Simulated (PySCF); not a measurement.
# BH₂Br: runs on many settings

Aim: see how BH₂Br (`BBr`) answers to the choice of functional, basis, grid and SCF options, and what happens with inputs that are wrong on purpose.

The runs use PySCF 2.14.0, with density-fitted response routines of our own; the level of theory stands in each step. All values are computed, except where a source is named. Atoms are numbered from 0 throughout.

## (1) The starting structure

4 atoms, charge 0, multiplicity 1; geometry from: GFN2-xTB.

Bonds of the start (Å): B0–Br1 1.84, B0–H2 1.17, B0–H3 1.17.

## (2) Shielding tensors: PBE0/pcSseg-1

What the job is given:

```
{"job": {"kind": "nmr", "xc": "PBE0", "basis": "pcSseg-1"}, "charge": 0, "multiplicity": 1}
B     -0.170618     0.012710    -0.192147
Br     1.637831    -0.108947    -0.519325
H     -0.764052     0.926154    -0.617917
H     -0.692927    -0.825145     0.434896
```

Level: GIAO PBE0/pcSseg-1 NMR shielding, non-relativistic, gas phase.

Run with:

```
$ OMP_NUM_THREADS=1 python probes_run.py task.json out
```

One launch serves the whole session: the jobs run in the order shown.

What it wrote:

```text
coarse grid: 17456 points
cycle   1  E = -2599.5851874707  dE = -1.145e+00  |g| = 6.832e-01  |ddm| = 1.750e+00
cycle   2  E = -2599.5910696204  dE = -5.882e-03  |g| = 3.396e-01  |ddm| = 2.200e-01
cycle   3  E = -2599.5955599001  dE = -4.490e-03  |g| = 7.822e-02  |ddm| = 1.726e-01
cycle   4  E = -2599.5960023288  dE = -4.424e-04  |g| = 1.450e-02  |ddm| = 7.413e-02
cycle   5  E = -2599.5960635261  dE = -6.120e-05  |g| = 2.285e-03  |ddm| = 1.951e-02
cycle   6  E = -2599.5960651723  dE = -1.646e-06  |g| = 3.149e-04  |ddm| = 2.506e-03
final grid: 35032 points
cycle   7  E = -2599.5960582894  dE = -1.686e-08  |g| = 2.915e-04  |ddm| = 8.355e-04
cycle   8  E = -2599.5960582940  dE = -4.611e-09  |g| = 2.949e-04  |ddm| = 5.793e-04
cycle   9  E = -2599.5960583035  dE = -9.453e-09  |g| = 1.917e-05  |ddm| = 2.391e-04
cycle  10  E = -2599.5960583036  dE = -1.064e-10  |g| = 4.448e-06  |ddm| = 2.211e-05
converged SCF energy = -2599.5960583036

GIAO shielding tensors (ppm)
atom      isotropic    diamagn.    paramagn.     s11        s22        s33       span
  0 B       18.095     192.329    -174.234    -37.355    -31.297    122.938    160.293
  1 Br    1928.562    3123.404   -1194.841   1087.533   1665.996   3032.158   1944.625
  2 H       23.923      28.828      -4.906     18.686     24.990     28.092      9.407
  3 H       23.920      28.893      -4.973     18.693     24.996     28.072      9.379
```

Run time: 6.2 s. Hardware: 1 thread of Intel Xeon Platinum 8259CL at 2.50GHz, shared host; peak memory 0.29 GiB.

Shifts follow as δ = σ(reference) − σ, with reference shieldings (ppm) from runs at the same level and on the same kind of geometry: 1H TMS 31.72, 11B BF3·OEt2 100.1, 79Br HBr 2622. The references are single molecules in the gas phase. Atoms listed in one row are averaged.

```csv
atoms,environment,σ (ppm),δ (ppm)
"H2, H3",hydrogen on a boron bonded to Br,23.92,7.80
B0,"boron bonded to Br, 2 H",18.1,82.0
Br1,bromine bonded to B,1929,693
```

The run also stored atomic charges by several schemes (e):

```csv
atoms,Mulliken,IAO,Hirshfeld,ESP fit
B0,0.13,-0.10,0.12,0.20
Br1,-0.15,0.05,-0.01,-0.08
```

Mayer bond orders: B0–Br1 1.28.

The fields below are evaluated on a grid from the run's orbitals.

Frontier orbitals at PBE0/pcSseg-1, with the share of their density that lies nearest to each atom:

```csv
orbital,energy (eV),lies on
HOMO,-8.20,"Br1 74 %; H2, H3 about 11 % each"
LUMO,-1.89,"B0 54 %; Br1 17 %; H2, H3 about 14 % each"
```

ELF in a plane through or near 4 of the atoms.

Ten even steps from '0' (0.00) to '9' (1.00):
```
0000000000000000000000000000
0000000000000000000000000000
0000000000000000000000000000
0000000000000013431000000000
0000002222000048986200000000
0000246666300289999830000000
0001467887510499999961000000
0002678888732699999961000000
0012687322376448998520000000
0012674356287142664200000000
0012674367277153664200000000
0012687322376447998520000000
0002678888732699999961000000
0001467887510499999960000000
0000246665300289999830000000
0000012222000048986200000000
0000000000000013431000000000
0000000000000000000000000000
0000000000000000000000000000
0000000000000000000000000000
```
The map spans 8.5 Å across and 7.2 Å up, centred on the molecule. Atoms in the plane (x, y in Å): B0 (0.2, 0.0), Br1 (-1.7, 0.0), H2 (0.7, -1.0), H3 (0.7, 1.0).

log10 of the density (e/Å³) in the same plane.

Ten even steps from ' ' (-4.0) to '@' (2.0):
```
                                                        
                            ........                    
                ....  ..................                
        ....::::::::::::::::::----::::::....            
      ..::::----------::::------==----::::..            
    ..::----==================++++====--::::..          
  ..::----====++++++++====++++****++====--::....        
..::::--==++++********++++++****##**++==--::....        
..::--==++++**######**************++++==--::....        
..::--==++****%%@@@@##****##%%##**++++==--::....        
..::--==++****%%@@@@##****##%%##**++++==--::....        
..::--==++++**######**************++++==--::....        
..::::--==++++********++++++****##**++==--::....        
  ..::----====++++++++====++++****++====--::....        
    ..::----==================++++====--::::..          
      ..::::----------::::------==----::::..            
        ....::::::::::::::::::----::::::....            
                      ..................                
                            ........                    
                                                        
```
The map spans 8.5 Å across and 7.2 Å up, centred on the molecule. Atoms in the plane (x, y in Å): B0 (0.2, 0.0), Br1 (-1.7, 0.0), H2 (0.7, -1.0), H3 (0.7, 1.0).

On the surface of density 0.002 e/bohr³ the electrostatic potential runs, from the 1st to the 99th percentile, from -0.33 V near Br1 to 1.49 V near B0.

## (3) Excited states and response: PBE0/def2-SVPD

What the job is given:

```
{"job": {"kind": "uv", "xc": "PBE0", "basis": "def2-SVPD", "nstates": 6, "ntriplets": 2}, "charge": 0, "multiplicity": 1}
B     -0.170618     0.012710    -0.192147
Br     1.637831    -0.108947    -0.519325
H     -0.764052     0.926154    -0.617917
H     -0.692927    -0.825145     0.434896
```

With the program's defaults for keys left out, this is: TDDFT PBE0/def2-SVPD, vertical, gas phase, core orbitals frozen in the response.

What it wrote:

```text
coarse grid: 17456 points
cycle   1  E = -2599.5438385902  dE = -1.014e+00  |g| = 1.284e-01  |ddm| = 2.102e+00
cycle   2  E = -2599.5464342276  dE = -2.596e-03  |g| = 5.702e-02  |ddm| = 2.152e-01
cycle   3  E = -2599.5467795586  dE = -3.453e-04  |g| = 1.565e-02  |ddm| = 6.796e-02
cycle   4  E = -2599.5468538730  dE = -7.431e-05  |g| = 7.683e-03  |ddm| = 2.452e-02
cycle   5  E = -2599.5468700465  dE = -1.617e-05  |g| = 1.007e-03  |ddm| = 9.963e-03
cycle   6  E = -2599.5468702166  dE = -1.701e-07  |g| = 1.967e-04  |ddm| = 1.707e-03
final grid: 35032 points
cycle   7  E = -2599.5468582757  dE = -3.802e-09  |g| = 2.073e-04  |ddm| = 6.687e-04
cycle   8  E = -2599.5468582751  dE =  6.089e-10  |g| = 2.268e-04  |ddm| = 5.234e-04
cycle   9  E = -2599.5468582835  dE = -8.349e-09  |g| = 1.860e-05  |ddm| = 2.565e-04
cycle  10  E = -2599.5468582835  dE = -7.549e-11  |g| = 3.161e-06  |ddm| = 2.318e-05
converged SCF energy = -2599.5468582835

Static polarisability (au): isotropic 36.056, principal 29.511 32.760 45.897

Singlet excitations
state   eV       nm        f      main configurations
  1   4.5398    273.1   0.00000   H->L 0.99
  2   6.6676    186.0   0.13270   H-1->L 0.96
  3   7.0892    174.9   0.00230   H-2->L 0.99
  4   7.3101    169.6   0.00000   H-3->L 0.99
  5   7.5839    163.5   0.03702   H->L+1 0.95
  6   7.9274    156.4   0.01084   H->L+2 0.94

Triplet excitations (Tamm-Dancoff, eV): 4.1574 5.2020
```

Run time: 4.1 s. Hardware: 1 thread of Intel Xeon Platinum 8259CL at 2.50GHz, shared host; peak memory 0.33 GiB.

The orbitals next to the gap, with their largest atomic shares:

```csv
orbital,eV,atoms
HOMO−3,-11.24,"B0 42 %, Br1 24 %, H3 17 %"
HOMO−2,-10.88,"Br1 50 %, B0 32 %, H2 9 %"
HOMO−1,-9.52,"Br1 81 %, B0 16 %"
HOMO,-8.22,"Br1 70 %, B0 17 %, H2 7 %"
LUMO,-1.95,"B0 56 %, Br1 25 %, H3 9 %"
LUMO+1,0.60,"B0 58 %, Br1 36 %"
LUMO+2,0.97,"Br1 66 %, B0 20 %, H3 7 %"
```

With each of the 6 states as a Gaussian band of 0.4 eV half-width at 1/e, the curve within the window shown has maxima at 186 nm (ε 5,400), 163 nm (ε 1,800) L/(mol cm). Beyond the last state computed it falls off for lack of states. The curve at chosen wavelengths:

nm, ε (L/mol/cm) and a bar:
```
      151        363 ##
      158       1354 ########
      164       1752 ##########
      171       1478 ########
      177       2801 ################
      184       5218 ##############################
      190       4836 ############################
      197       2346 #############
      203        807 #####
      210        152 #
      216         27 
      223          3 
      229          0 
      236          0 
      242          0 
      249          0 
      255          0 
      262          0 
      268          0 
      275          0 
      281          0 
      288          0 
      294          0 
      301          0 
      307          0 
      314          0
```

Leading natural transition orbitals of singlet state 2: the hole lies on Br1 85 %; B0 13 %; the particle on B0 53 %; Br1 18 %; H2, H3 about 15 % each.

Leading natural transition orbitals of singlet state 1: the hole lies on Br1 70 %; H2, H3 about 13 % each; the particle on B0 55 %; Br1 19 %; H2, H3 about 13 % each.

Further results of this job:

```csv
property,computed
dipole moment (D),0.35
polarisability (Å³),5.34
HOMO–LUMO gap (eV),6.26
−ε(HOMO) (eV),8.22
```

## (4) Shielding tensors: X3LYP/pcSseg-1

What the job is given:

```
{"job": {"kind": "nmr", "xc": "X3LYP", "basis": "pcSseg-1", "pop": false, "scf": {"guess": "sap"}}, "charge": 0, "multiplicity": 1}
B     -0.170618     0.012710    -0.192147
Br     1.637831    -0.108947    -0.519325
H     -0.764052     0.926154    -0.617917
H     -0.692927    -0.825145     0.434896
```

Level: GIAO X3LYP/pcSseg-1 NMR shielding, non-relativistic, gas phase.

What it wrote:

```text
final grid: 35032 points
cycle   1  E = -2598.0161526726  dE =  4.485e-01  |g| = 2.560e+00  |ddm| = 4.175e+00
cycle   2  E = -2593.4662821539  dE =  4.550e+00  |g| = 4.665e+00  |ddm| = 9.270e+00
cycle   3  E = -2599.8196917474  dE = -6.353e+00  |g| = 3.858e-01  |ddm| = 8.176e+00
cycle   4  E = -2599.8327371474  dE = -1.305e-02  |g| = 2.220e-01  |ddm| = 6.147e-01
cycle   5  E = -2599.8487965495  dE = -1.606e-02  |g| = 2.572e-02  |ddm| = 2.733e-01
cycle   6  E = -2599.8489312175  dE = -1.347e-04  |g| = 1.864e-02  |ddm| = 4.449e-02
cycle   7  E = -2599.8490108314  dE = -7.961e-05  |g| = 1.031e-03  |ddm| = 1.486e-02
cycle   8  E = -2599.8490111317  dE = -3.003e-07  |g| = 4.081e-04  |ddm| = 1.754e-03
cycle   9  E = -2599.8490111813  dE = -4.966e-08  |g| = 3.775e-05  |ddm| = 6.906e-04
cycle  10  E = -2599.8490111818  dE = -4.566e-10  |g| = 3.764e-06  |ddm| = 5.864e-05
converged SCF energy = -2599.8490111818

GIAO shielding tensors (ppm)
atom      isotropic    diamagn.    paramagn.     s11        s22        s33       span
  0 B       14.397     192.010    -177.613    -38.485    -36.753    118.429    156.915
  1 Br    1891.987    3123.320   -1231.333   1036.970   1624.080   3014.912   1977.942
  2 H       24.184      29.153      -4.969     18.938     25.190     28.424      9.485
  3 H       24.182      29.221      -5.039     18.946     25.197     28.403      9.457
```

Run time: 2.3 s. Hardware: 1 thread of Intel Xeon Platinum 8259CL at 2.50GHz, shared host; peak memory 0.33 GiB.

Key values: σ B0 14.4, Br1 1892, H2 24.18 ppm (means over like atoms).

## (5) Excited states and response: wB97X/aug-cc-pVDZ

What the job is given:

```
{"job": {"kind": "uv", "xc": "wB97X", "basis": "aug-cc-pVDZ", "nstates": 12, "ntriplets": 2, "tda": false, "scf": {"guess": "vsap"}, "grid": 1}, "charge": 0, "multiplicity": 1}
B     -0.170618     0.012710    -0.192147
Br     1.637831    -0.108947    -0.519325
H     -0.764052     0.926154    -0.617917
H     -0.692927    -0.825145     0.434896
```

With the program's defaults for keys left out, this is: TDDFT wB97X/aug-cc-pVDZ, vertical, gas phase, core orbitals frozen in the response.

What it wrote:

```text
final grid: 17456 points
cycle   1  E = -2599.7141426358  dE = -4.191e-01  |g| = 1.195e+00  |ddm| = 6.121e+00
cycle   2  E = -2599.7660142346  dE = -5.187e-02  |g| = 1.205e+00  |ddm| = 5.085e+00
cycle   3  E = -2600.2046277348  dE = -4.386e-01  |g| = 9.133e-02  |ddm| = 2.721e+00
cycle   4  E = -2600.2085398415  dE = -3.912e-03  |g| = 3.048e-02  |ddm| = 4.348e-01
cycle   5  E = -2600.2090146911  dE = -4.748e-04  |g| = 8.530e-03  |ddm| = 1.382e-01
cycle   6  E = -2600.2090937838  dE = -7.909e-05  |g| = 3.029e-03  |ddm| = 6.253e-02
cycle   7  E = -2600.2091071119  dE = -1.333e-05  |g| = 5.389e-04  |ddm| = 2.791e-02
cycle   8  E = -2600.2091074120  dE = -3.001e-07  |g| = 9.163e-05  |ddm| = 3.451e-03
cycle   9  E = -2600.2091074193  dE = -7.301e-09  |g| = 1.278e-05  |ddm| = 9.684e-04
cycle  10  E = -2600.2091074195  dE = -1.501e-10  |g| = 2.028e-06  |ddm| = 9.726e-05
converged SCF energy = -2600.2091074195

Static polarisability (au): isotropic 35.186, principal 28.766 31.838 44.955

Singlet excitations
state   eV       nm        f      main configurations
  1   4.8529    255.5   0.00000   H->L 0.93
  2   6.9174    179.2   0.13305   H-1->L 0.91
  3   7.2542    170.9   0.00261   H-2->L 0.93
  4   7.6190    162.7   0.00000   H-3->L 0.92
  5   7.7599    159.8   0.04620   H->L+1 0.69, H->L+3 0.16
  6   8.2620    150.1   0.01184   H->L+3 0.39, H->L+7 0.28, H->L+1 0.15
  7   8.7327    142.0   0.03575   H->L+2 0.88, H->L+9 0.10
  8   8.9480    138.6   0.00004   H->L+4 0.84, H->L+8 0.11
  9   8.9537    138.5   0.13137   H-1->L+1 0.63, H-1->L+3 0.21
 10   9.3314    132.9   0.02981   H->L+3 0.34, H->L+7 0.29, H->L+5 0.22
 11   9.5185    130.3   0.01776   H-1->L+7 0.34, H-1->L+3 0.23, H-1->L+1 0.18
 12   9.7021    127.8   0.00597   H->L+5 0.55, H->L+7 0.25

Triplet excitations (Tamm-Dancoff, eV): 4.5359 5.6674
```

Run time: 3.3 s. Hardware: 1 thread of Intel Xeon Platinum 8259CL at 2.50GHz, shared host; peak memory 0.33 GiB.

This run: HOMO -10.55 eV, LUMO 0.28 eV; lowest singlet 4.85 eV.

## (6) NMR shieldings: TPSS/pcSseg-1

What the job is given:

```
{"job": {"kind": "nmr", "xc": "TPSS", "basis": "pcSseg-1", "pop": true, "scf": {"max_cycle": 3}}, "charge": 0, "multiplicity": 1}
B     -0.170618     0.012710    -0.192147
Br     1.637831    -0.108947    -0.519325
H     -0.764052     0.926154    -0.617917
H     -0.692927    -0.825145     0.434896
```

Level: GIAO TPSS/pcSseg-1 NMR shielding, non-relativistic, gas phase.

What it wrote:

```text
final grid: 35032 points
cycle   1  E = -2599.8316038950  dE = -1.163e+00  |g| = 8.557e-01  |ddm| = 1.825e+00
cycle   2  E = -2599.8257503282  dE =  5.854e-03  |g| = 5.869e-01  |ddm| = 4.937e-01
cycle   3  E = -2599.8436261250  dE = -1.788e-02  |g| = 2.091e-01  |ddm| = 5.479e-01
SCF not converged, last energy = -2599.8436261250
```

It took 1.3 s on 1 thread of Intel Xeon Platinum 8259CL at 2.50GHz, shared host; peak memory 0.33 GiB.

Why it failed: The cap of 3 cycles ended the SCF at a gradient of 2.1e-01. The remedy is to raise the cap. Numbers printed on the way are no properties of the molecule.

## (7) Run by run: NMR shifts

Isotropic shieldings (ppm), means over like atoms, with basis size and wall time:

```csv
run,H2,B0,Br1,functions,time
PBE0/pcSseg-1,23.92,18.1,1929,68,6.2 s
X3LYP/pcSseg-1,24.18,14.4,1892,68,2.3 s
```

## (8) Comparing the runs: electronic excitations

Excitations and ground-state properties, with basis size and wall time:

```csv
run,lowest singlet (eV),brightest (eV),f,gap (eV),α (Å³),μ (D),functions,time
PBE0/def2-SVPD,4.54,6.67,0.133,6.26,5.34,0.35,77,4.1 s
wB97X/aug-cc-pVDZ,4.85,6.92,0.133,10.84,5.21,0.54,77,3.3 s
```

## (9) What came out

```
                                                              quantity                                            value
1H shifts against TMS (PBE0/pcSseg-1, means over atoms taken as alike)                                         7.80 ppm
                           11B shifts against BF3·OEt2 (PBE0/pcSseg-1)                                         82.0 ppm
                               79Br shifts against HBr (PBE0/pcSseg-1)                                          693 ppm
                                 surface potential, 1st and 99th percentile                               -0.33 V and 1.49 V
                                       lowest singlet (PBE0/def2-SVPD)                      4.54 eV (273 nm), f = 0.000
                              brightest single state of those computed                      state 2, 6.67 eV, f = 0.133
                                                        lowest triplet                                          4.16 eV
                                         range of the shielding of Br1                                 1892 to 1929 ppm
                                           range of the lowest singlet                                  4.54 to 4.85 eV
                                         property runs in this session  5, of which 1 failed and 0 gave unsound results
```

**Reading.** Single values in the summary come from the first run of each kind that ended normally (PBE0/pcSseg-1; PBE0/def2-SVPD), which need not be the best level. At PBE0/pcSseg-1: Shielding is most anisotropic at Br1 (span 1945 ppm, paramagnetic term -1195 ppm). By nearest atom (PBE0/pcSseg-1), the HOMO sits on Br1 74 %; H2, H3 about 11 % each and the LUMO on B0 54 %; Br1 17 %. The first singlet state (HOMO→LUMO 0.99) lies at 4.54 eV and is dark; of the 6 states computed, the strongest absorption comes from state 2 at 6.67 eV. The lowest triplet lies 0.38 eV below the lowest singlet (triplets in Tamm-Dancoff, singlets in full TDDFT). Across the 2 runs the shielding of Br1 moves most, between 1892 (X3LYP/pcSseg-1) and 1929 ppm (PBE0/pcSseg-1). The lowest singlet runs from 4.54 eV (PBE0/def2-SVPD) to 4.85 eV (wB97X/aug-cc-pVDZ), while the orbital gap spans 6.26 to 10.84 eV. The lowest state need not be the same one in every run. The runs solved for a few states only, so the brightest column depends on that window. Spin-orbit coupling is left out, which matters for shieldings and couplings at and beside the heavy atoms.
